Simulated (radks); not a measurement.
# Xe⁺ in [Kr] 4d10 5s2 5p5: an all-electron calculation

Aim: the levels, the sizes of the orbitals and the parts of the energy of the xenon ion Xe+.

Program: radks (a radial shooting solver on a logarithmic mesh, Libxc functionals) version 1. Level of theory: scalar-relativistic Kohn-Sham, BLYP, spin-polarised, spherical densities, point nucleus; open shells are filled with parallel spins first. These are calculated values, not measurements, unless marked.

### Step 1. The system

```
element       : xenon (Z = 54)
charge        : +1
electrons     : 53
configuration : [Kr] 4d10 5s2 5p5
```

The outer shells:

Xe⁺
```
[Kr] core
4d [↑↓][↑↓][↑↓][↑↓][↑↓]
5s [↑↓]
5p [↑↓][↑↓][↑ ]
```

### Step 2. The run

The run's settings:

```text
Z 54
configuration [Kr] 4d10 5s2 5p5
relativity scalar-relativistic
functional b88,lyp
spin polarised
nucleus point
c 137.035999084
```

What does the calculation give?

**Answer**, as computed:

| quantity | value |
| --- | --- |
| total energy | -7447.53276 hartree |
| exchange-correlation share of it | 2.51 % |
| −T/E | 1.0517 |
| highest occupied level | 5p down, -16.482 eV |
| most extended occupied level | 5p down, <r> = 2.20 bohr |
| radius at density 0.001 e/bohr³ | 4.13 bohr |
| maxima of the radial density | 4 |
| ionisation energy, NIST | 20.975 (semi-emp.) eV |

The radial density shows 4 maxima for 5 occupied principal shells; where shells overlap, one shows as a shoulder or not at all. Relativity lifts −T/E to 1.052. Minus the highest eigenvalue, 16.482 eV, is 79 % of the tabulated ionisation energy (20.975 eV); the potential of a semilocal functional falls off too fast, so its top eigenvalue is too shallow. Open shells are spherical and high-spin; term and fine-structure splittings are not resolved. Spin-orbit splitting is averaged out at the scalar-relativistic level.
